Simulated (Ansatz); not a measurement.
# Cl (diamond type): the cost of one run

Program: Ansatz 0.2.0. Level of theory: DFT PBEsol, with the methods named in each step. These are calculated values, not measurements.

### Step 1. Starting point

Symmetry: Fd-3m, No. 227, cubic system. The conventional cell has a = 6.315 Å, b = 6.315 Å, c = 6.315 Å, α = 90.00°, β = 90.00°, γ = 90.00°. Cl (site symmetry -43m) has 4 Cl at 2.73 Å in its first shell of neighbours.

Coordinates:

```cif
data_structure
_symmetry_space_group_name_H-M 'P 1'
_symmetry_Int_Tables_number 1
_cell_length_a 4.4656
_cell_length_b 4.4656
_cell_length_c 4.4656
_cell_angle_alpha 60.000
_cell_angle_beta 60.000
_cell_angle_gamma 60.000
_cell_volume 62.97
loop_
_atom_site_label
_atom_site_type_symbol
_atom_site_fract_x
_atom_site_fract_y
_atom_site_fract_z
_atom_site_occupancy
Cl1 Cl 0.87500 0.87500 0.87500 1
Cl2 Cl 0.12500 0.12500 0.12500 1
```

Whether this phase is the stable one at these pressures isn't tested.

Atoms are numbered in the order of the input: Cl1, Cl2.

### Step 2. The reference volume, LAPW

input.yaml

```yaml
crystal:
  lattice:
    - [0.0, 3.1576342011, 3.1576342011]
    - [3.1576342011, 0.0, 3.1576342011]
    - [3.1576342011, 3.1576342011, 0.0]
  atoms:
    - { symbol: Cl, position: [-0.125, -0.125, -0.125] }
    - { symbol: Cl, position: [0.125, 0.125, 0.125] }
kpoints:
  mp_grid: { grid: [12, 12, 12] }
  band_path:
    path:
      - [0.0, 0.0, 0.0]
      - [0.5, 0.0, 0.5]
      - [0.625, 0.25, 0.625]
      - [0.375, 0.375, 0.75]
      - [0.0, 0.0, 0.0]
      - [0.5, 0.5, 0.5]
      - [0.5, 0.25, 0.75]
      - [0.5, 0.0, 0.5]
    npoints: 14
scf:
  occupations: { method: fermi_dirac, width: 0.1 }
hamiltonian:
  xc: pbesol
  pseudopotentials: { kind: all_electron, lapw: { basis_error: 0.001 } }
output:
  forces: true
  stress: true
  eigenvalues: true
  populations: true
  dos: { projected: true, de: 0.2, e_range: [-14, 8] }
```

Run with:

```sh
$ ansatz run input.yaml --threads 1 --pin off --max-ram 2048MiB --backend cpu --events-out ev --progress --plain --runs-dir out
```

**Question.** How long does this run take on 1 thread of Arm Neoverse V1, shared host, and how much memory does it need?

About 13 s, with a peak of 0.28 GiB.
